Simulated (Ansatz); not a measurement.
# SnO: a single-point run

Wanted: a converged single-point run for SnO, and a check of what comes out. The structure is shown as the input types it. The cell is built on a prototype (zincblende) and needn't be the phase found in nature.

Program: Ansatz 0.2.0. Level of theory: density functional or hybrid calculation with the settings of its input, plane waves (as first typed). These are calculated values, not measurements.

7 further runs of the same task are left out: 2 for a known fault of the program, 5 that didn't finish.

**1. Starting point**

Symmetry: F-43m, No. 216, cubic system. Conventional cell: a = 5.416 Å, b = 5.416 Å, c = 5.416 Å, α = 90.00°, β = 90.00°, γ = 90.00°. Around Sn (site symmetry -43m) lie 4 O at 2.35 Å. O (site symmetry -43m) has 4 Sn at 2.35 Å as nearest neighbours.

Coordinates:

```
Sn O
1.0
     0.00000    2.70821    2.70821
     2.70821    0.00000    2.70821
     2.70821    2.70821    0.00000
Sn O
1 1
Cartesian
  0.0000 0.0000 0.0000
  1.3541 1.3541 1.3541
```

**2. The run**

File input.yaml:

```yaml
crystal:
  lattice:
    - [0.0, 2.7082147176, 2.7082147176]
    - [2.7082147176, 0.0, 2.7082147176]
    - [2.7082147176, 2.7082147176, 0.0]
  atoms:
    - { symbol: Sn, position: [0.0, 0.0, 0.0] }
    - { symbol: O, position: [0.25, 0.25, 0.25] }
kpoints:
  mp_grid: { grid: [6, 6, 6] }
hamiltonian:
  xc: pbesol
scf:
  occupations: { method: fermi_dirac, width: 0.02 }
  n_extra_bands: 4
  max_iter: 53
output:
  forces: true
  stress: true
  eigenvalues: true
basis:
  ecutwfc: 120
```

The run is started by

```sh
> ansatz run input.yaml --threads 4 --pin off --max-ram 3686MiB --backend cpu --events-out ev --progress --plain --runs-dir out
```

What happens when this is run?

This run ends as converged, with warnings (cutoff below recommended). Its log warns: «basis.ecutwfc = 120 eV is below the records' recommended 420 eV ...»

The suspect setting: basis.ecutwfc is 120. The basis cutoff is far too low: the plane waves can't represent the orbitals near the cores. The potentials' recommended cutoff is 420 eV.

The test: delete basis.ecutwfc (the default then holds).
